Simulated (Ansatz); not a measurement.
# Cl₂GeH₄OSSi: up Jacob's ladder to CCSD(T)

An exercise on one series of results from a longer session: the logs are not shown, and one member is left open.

Method: functionals in def2-TZVPP, the program's frozen cores in correlated methods; program: Ansatz 0.2.0, Gaussian basis.

The runs, in order: PBE-D4, r2SCAN-D4, PBE0-D4, B3LYP-D4, ωB97X-V, ωB97M-V, B2PLYP; CCSD(T)/def2-TZVPP; MP2/def2-QZVPP; extrapolation to the limit.

### The geometry

An earlier PBE0-D4 in a triple-zeta def2 set relaxation fixed the geometry.

10 atoms, charge 0, spin multiplicity 1.

Atoms are counted from 1 here; the program's logs count them from 0.

Bond lengths: O1–Si2 1.634 Å, O1–H7 0.959 Å, Si2–Cl3 2.046 Å, Si2–S4 2.117 Å, Si2–H8 1.476 Å, S4–Ge5 2.217 Å, Ge5–Cl6 2.158 Å, Ge5–H9 1.528 Å, Ge5–H10 1.532 Å. Angles: Si2–O1–H7 117.8°, O1–Si2–Cl3 111.9°, O1–Si2–S4 107.7°, O1–Si2–H8 110.9°, Cl3–Si2–S4 106.4°, Cl3–Si2–H8 106.6°, S4–Si2–H8 113.3°, Si2–S4–Ge5 98.2°, S4–Ge5–Cl6 109.8°, S4–Ge5–H9 112.2°, S4–Ge5–H10 106.0°, Cl6–Ge5–H9 106.8°, Cl6–Ge5–H10 107.4°, H9–Ge5–H10 114.4°.

The first run:

The input, in.yaml:

```yaml
crystal:
  periodic: [false, false, false]
  atoms:
    - {symbol: O, position_ang: [-0.527682, 0.054015, 1.570533]}
    - {symbol: Si, position_ang: [-0.564322, -1.220931, 0.549892]}
    - {symbol: Cl, position_ang: [-2.154992, -2.451984, 0.924150]}
    - {symbol: S, position_ang: [-0.837532, -0.469149, -1.409658]}
    - {symbol: Ge, position_ang: [0.480469, 1.306981, -1.254272]}
    - {symbol: Cl, position_ang: [2.424782, 0.714837, -0.529901]}
    - {symbol: H, position_ang: [-0.073288, -0.057144, 2.408239]}
    - {symbol: H, position_ang: [0.650472, -2.045696, 0.695474]}
    - {symbol: H, position_ang: [-0.059712, 2.343377, -0.270655]}
    - {symbol: H, position_ang: [0.661814, 1.825714, -2.683792]}
basis:
  gaussian: {orbitals: def2-TZVPP}
hamiltonian: {xc: pbe, dispersion: d4}
output: {forces: true, orbitals: {seedname: orbitals}}
```

Launch:

```
ansatz run in.yaml --threads 2 --pin off --events-out ev --progress --plain --max-ram 22528MiB --backend cuda --devices 0, --max-vram 18GiB
```

Among the steps run: PBE-D4 (GGA); r2SCAN-D4 (meta-GGA); PBE0-D4 (hybrid); B3LYP-D4 (hybrid); ωB97X-V (range-separated); ωB97M-V (range-separated); B2PLYP (double hybrid); CCSD(T) in def2-TZVPP; MP2 in def2-QZVPP.

One table of the session follows, with a row left open; its other results are not shown here.

It belongs to the step «Atomisation energies». 

```
            method  atomisation energy (eV)
            PBE-D4                   33.710
         r2SCAN-D4                        ?
           PBE0-D4                   33.258
          B3LYP-D4                   33.006
           ωB97X-V                   33.772
           ωB97M-V                   33.600
            B2PLYP                   32.725
     HF/def2-TZVPP                   23.917
    MP2/def2-TZVPP                   33.420
   CCSD/def2-TZVPP                   31.931
CCSD(T)/def2-TZVPP                   32.571
           MP2/CBS                   34.509
       CCSD(T)/CBS                   33.660
```

Q: Estimate the row for r2SCAN-D4 from the others.

As computed: atomisation energy (eV): 33.716. In the column «atomisation energy (eV)» it lies between PBE-D4 (33.710) and ωB97X-V (33.772).
